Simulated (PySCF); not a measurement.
# InHF2 (SMILES [F][InH][F]), step by step, part 2 of 2

PySCF 2.14.0. The steps go on from the part before.

## 3. The energy at MP2/def2-TZVPP (core potential) (run 3)

input.py reads:

```python
from pyscf import gto, scf, mp

system = gto.Mole()
system.atom = '''
F     -3.259951    -1.167928     0.485047
In     0.075780     0.193833    -0.131060
F      2.442632    -2.062498     1.502587
H      0.780041     2.825857    -1.764454
'''
system.verbose = 3
system.unit = 'bohr'
system.max_memory = 1860
system.basis = 'def2-tzvpp'
system.ecp = {'In': 'def2-svp'}
system.build()

calc0 = scf.RHF(system)
calc0.conv_tol = 1e-10
calc0.kernel()
if not calc0.converged:
    calc0 = calc0.newton().run(calc0.mo_coeff, calc0.mo_occ)

pt = mp.MP2(calc0, frozen=6).run()
e_tot = pt.e_tot
print('Final energy', e_tot)
```

On the command line:

```bash
OMP_NUM_THREADS=1 python input.py
```

The program printed:

```text
converged SCF energy = -388.808921477491
E(RMP2) = -389.597433493784  E_corr = -0.788512016293142
E(SCS-RMP2) = -389.557516974256  E_corr = -0.748595496765017
Final energy -389.59743349378374
```

Wall time 5.7 s (1 thread of Arm Neoverse V1, shared host); peak memory 0.46 GiB.

Runs 4 to 7 aren't shown in full; the table further down has their settings and results.

## 4. A single-point energy at PBE0-D4/def2-TZVPP (core potential) (run 8)

start.xyz reads:

```xyz
4
F2HIn
F     -1.725092    -0.618041     0.256676
In     0.040101     0.102572    -0.069354
F      1.292585    -1.091427     0.795135
H      0.412780     1.495379    -0.933709
```

job.py reads:

```python
# [F][InH][F]
from pyscf import gto, dft

mol = gto.M(
    atom='start.xyz',
    max_memory=1860,
    spin=0,
    ecp={'In': 'def2-svp'},
    basis='def2-tzvpp',
    charge=0,
    verbose=3,
)

ks = dft.RKS(mol, xc='pbe0')
ks.disp = 'd4'
ks.conv_tol = 1e-10
ks.grids.level = 5
ks.kernel()
if not ks.converged:
    ks = ks.newton().run(ks.mo_coeff, ks.mo_occ)

e_final = ks.e_tot
print('E(%s) = %.9f' % ('PBE0', e_final))
```

On the command line:

```bash
OMP_NUM_THREADS=1 python job.py
```

The program printed:

```text
converged SCF energy = -390.370030263241
E(PBE0) = -390.370030263
```

It took 20 s on 1 thread of Arm Neoverse V1, shared host; peak memory 0.71 GiB.

Runs 9 to 17 aren't shown in full; the table further down has their settings and results.

## 5. The doublet cation: the energy at U-wB97M-V/def2-TZVPP (core potential) (run 18)

geometry.xyz reads:

```xyz
4

F     -1.725092    -0.618041     0.256676
In     0.040101     0.102572    -0.069354
F      1.292585    -1.091427     0.795135
H      0.412780     1.495379    -0.933709
```

input.py reads:

```python
from pyscf import gto, dft

molecule = gto.Mole()
molecule.atom = 'geometry.xyz'
molecule.basis = 'def2-tzvpp'
molecule.ecp = {'In': 'def2-svp'}
molecule.verbose = 3
molecule.charge = 1
molecule.max_memory = 1860
molecule.spin = 1
molecule.build()

ks = dft.UKS(molecule)
ks.xc = 'wb97m-v'
ks.grids.level = 5
ks.nlcgrids.level = 1
ks.conv_tol = 1e-10
ks.kernel()
if not ks.converged:
    ks = ks.newton().run(ks.mo_coeff, ks.mo_occ)

e_tot = ks.e_tot
print('Final energy', e_tot)
```

On the command line:

```bash
OMP_NUM_THREADS=1 python input.py
```

The program printed:

```text
converged SCF energy = -389.993195264305  <S^2> = 0.77462018  2S+1 = 2.0244705
Final energy -389.9931952643049
```

Run time: 3.1 min. Hardware: 1 thread of Arm Neoverse V1, shared host; peak memory 0.8 GiB.

## 6. All runs side by side

```csv
run,level,task,integral approximation,partner,energy (Eh),dipole moment (D) of the reference,HOMO energy (eV),LUMO energy (eV),wall time
1,"PBE0-D4/def2-TZVP (density fitting with def2-universal-jkfit, core potential)",optimise,def2-universal-jkfit,base,-390.369889,3.55,-9.96,-1.86,2.6 min
3,MP2/def2-TZVPP (core potential),energy,none,base,-389.597433,3.83,-13.66,0.54,5.7 s
4,"RI-MP2/def2-QZVPP (density fitting with def2-universal-jkfit, core potential)",energy,def2-universal-jkfit,base,-389.850540,3.81,-13.66,0.43,5.4 s
5,PBE-D4/def2-TZVPP (core potential),energy,none,base,-390.377345,3.33,-8.23,-2.78,18 s
6,r2SCAN-D4/def2-TZVPP (core potential),energy,none,base,-390.553033,3.46,-8.63,-2.48,43 s
7,B3LYP-D4/def2-TZVPP (core potential),energy,none,base,-390.634214,3.54,-9.73,-2.25,20 s
8,PBE0-D4/def2-TZVPP (core potential),energy,none,base,-390.370030,3.55,-9.96,-1.85,20 s
9,wB97M-V/def2-TZVPP (core potential),energy,none,base,-390.460563,3.54,-12.30,-0.27,81 s
10,B2PLYP/def2-TZVPP (core potential),energy,none,base,-390.245327,3.72,-11.46,-0.93,20 s
11,SVWN5/def2-TZVPP (core potential),energy,none,base,-388.979922,3.50,-8.47,-3.07,14 s
12,M06-2X/def2-TZVPP (core potential),energy,none,base,-390.422283,3.72,-11.51,-1.35,39 s
13,HF/STO-3G,energy,none,base,-5879.528388,1.84,-8.59,6.19,0.91 s
14,UMP2/def2-TZVPP (core potential),energy,none,cation,-389.120789,–,-20.44,-11.45,13 s
15,UPBE-D4/def2-TZVPP (core potential),energy,none,cation,-389.943757,–,-15.77,-15.34,43 s
16,UB3LYP-D4/def2-TZVPP (core potential),energy,none,cation,-390.179967,–,-16.84,-14.98,44 s
17,UPBE0-D4/def2-TZVPP (core potential),energy,none,cation,-389.916203,–,-16.92,-14.73,48 s
18,U-wB97M-V/def2-TZVPP (core potential),energy,none,cation,-389.993195,–,-19.11,-13.13,3.1 min
```

## 7. What came out

The summary covers parts 1 to 2.

| quantity | value |
| --- | --- |
| doublet cation, run 18: total energy | -389.99320 Eh |
| doublet cation, run 18: HOMO energy (highest over α and β) | -19.11 eV |
| doublet cation, run 18: LUMO energy (lowest over α and β) | -13.13 eV |
| doublet cation, run 18: ⟨S²⟩ | 0.775 |
| vertical ionisation energy (to the doublet cation), MP2/def2-TZVPP | 12.970 eV |
| vertical ionisation energy (to the doublet cation), PBE-D4/def2-TZVPP | 11.799 eV |
| vertical ionisation energy (to the doublet cation), B3LYP-D4/def2-TZVPP | 12.361 eV |
| vertical ionisation energy (to the doublet cation), PBE0-D4/def2-TZVPP | 12.349 eV |
| vertical ionisation energy (to the doublet cation), wB97M-V/def2-TZVPP | 12.718 eV |

**Reading.** At MP2/def2-TZVPP: the vertical ionisation energy comes to 12.97 eV (1251 kJ/mol). At PBE-D4/def2-TZVPP: removing an electron at fixed nuclei costs 11.80 eV (272 kcal/mol). −ε(HOMO) before ionisation, 8.23 eV, is 3.57 eV below this ionisation energy. At B3LYP-D4/def2-TZVPP: the vertical ionisation energy comes to 12.36 eV (285 kcal/mol). −ε(HOMO) before ionisation, 9.73 eV, is 2.63 eV below this ionisation energy. At PBE0-D4/def2-TZVPP: removing an electron at fixed nuclei costs 12.35 eV (285 kcal/mol). Totals of different functionals can't be ranked against each other. Some runs of one species differ in core potentials or relativity; totals across that change don't compare. In run 13 the basis is minimal, so the values are rough. In run 13 relativity is left out where basis or elements ask for it. All runs together took 13 min, the longest 3.1 min.
